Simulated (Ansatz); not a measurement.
# TiB2: stress in a strained cell

Aim: deform TiB2 (zz strain of -1 %) and compute stress, forces and field gradients with LAPW, PAW and all-electron datasets made for the crystal.

Method: DFT PBEsol, scalar-relativistic, in Ansatz 0.2.0.

### 1 The starting structure

The structure is hexagonal, space group P6/mmm (No. 191). Conventional cell: a = 3.029 Å, b = 3.029 Å, c = 3.228 Å, α = 90.00°, β = 90.00°, γ = 120.00°. Ti (site symmetry 6/mmm) has 12 B at 2.38 Å as nearest neighbours. B (site symmetry -6m2) has 3 B at 1.75 Å and 6 Ti at 2.38 Å as nearest neighbours.

Coordinates:

```
Ti B
1.0
     3.02920    0.00000    0.00000
    -1.51460    2.62336    0.00000
     0.00000    0.00000    3.22840
Ti B
1 2
Cartesian
  0.0000 0.0000 0.0000
  0.0000 1.7489 1.6142
  1.5146 0.8745 1.6142
```

Atoms are numbered in the order of the input: Ti1, B2, B3.

### 2 After the deformation

Space group P6/mmm before, P6/mmm after.

### 3 All-electron LAPW

The input, input.yaml:

```yaml
crystal:
  lattice:
    - [3.0291982016, 0.0, 0.0]
    - [-1.5145991008, 2.6233625957, 0.0]
    - [0.0, 0.0, 3.196116]
  atoms:
    - { symbol: Ti, position: [0.0, 0.0, 0.0] }
    - { symbol: B, position: [0.3333333333, 0.6666666667, 0.5] }
    - { symbol: B, position: [0.6666666667, 0.3333333333, 0.5] }
kpoints:
  mp_grid: { grid: [15, 15, 13] }
  band_path:
    path:
      - [0.0, 0.0, 0.0]
      - [0.5, 0.0, 0.0]
      - [0.3333333333, 0.3333333333, 0.0]
      - [0.0, 0.0, 0.0]
      - [0.0, 0.0, 0.5]
      - [0.5, 0.0, 0.5]
      - [0.3333333333, 0.3333333333, 0.5]
      - [0.0, 0.0, 0.5]
      - [0.5, 0.0, 0.5]
    npoints: 5
scf:
  occupations: { method: fermi_dirac, width: 0.08 }
hamiltonian:
  xc: pbesol
  pseudopotentials: { kind: all_electron, lapw: { basis_error: 0.001 } }
output:
  forces: true
  stress: true
  eigenvalues: true
```

The run is started by

```sh
> ansatz run input.yaml --threads 1 --pin off --max-ram 6144MiB --backend cpu --events-out ev --progress --plain --runs-dir out
```

### 4 Frozen-core PAW

The input, input.yaml:

```yaml
crystal:
  lattice:
    - [3.0291982016, 0.0, 0.0]
    - [-1.5145991008, 2.6233625957, 0.0]
    - [0.0, 0.0, 3.196116]
  atoms:
    - { symbol: Ti, position: [0.0, 0.0, 0.0] }
    - { symbol: B, position: [0.3333333333, 0.6666666667, 0.5] }
    - { symbol: B, position: [0.6666666667, 0.3333333333, 0.5] }
kpoints:
  mp_grid: { grid: [15, 15, 13] }
scf:
  occupations: { method: fermi_dirac, width: 0.08 }
hamiltonian:
  xc: pbesol
  pseudopotentials: { kind: paw }
output:
  forces: true
  stress: true
  eigenvalues: true
  efg: { contact_densities: true }
  write_density: true
  write_potential: true
  elf: true
  volumetric_format: npy
```

### 5 All-electron PAW on datasets made for the crystal

input.yaml, as its differences from that of step 4:

```diff
@@ -15,3 +15,3 @@
   xc: pbesol
-  pseudopotentials: { kind: paw }
+  pseudopotentials: { kind: all_electron, datasets: crystal }
 output:
@@ -21,5 +21 @@
   efg: { contact_densities: true }
-  write_density: true
-  write_potential: true
-  elf: true
-  volumetric_format: npy
```

(Steps that only read results are left out.)

What does the calculation give? Wanted: pressure; largest shear or deviatoric stress.

The runs gave:

| quantity | value |
| --- | --- |
| pressure | LAPW -2.99, PAW -2.96, crystal datasets -2.99 GPa |
| largest shear or deviatoric stress (LAPW) | 0.52 GPa |

The largest part of the stress beyond the pressure is 0.52 GPa in size, in the zz component; the atoms are carried along and not relaxed. No run of the undeformed cell stands beside it, so the pressure holds what the given cell had before the change. PAW: stress within 0.05 GPa of LAPW. Crystal datasets: stress within 0.01 GPa of LAPW.
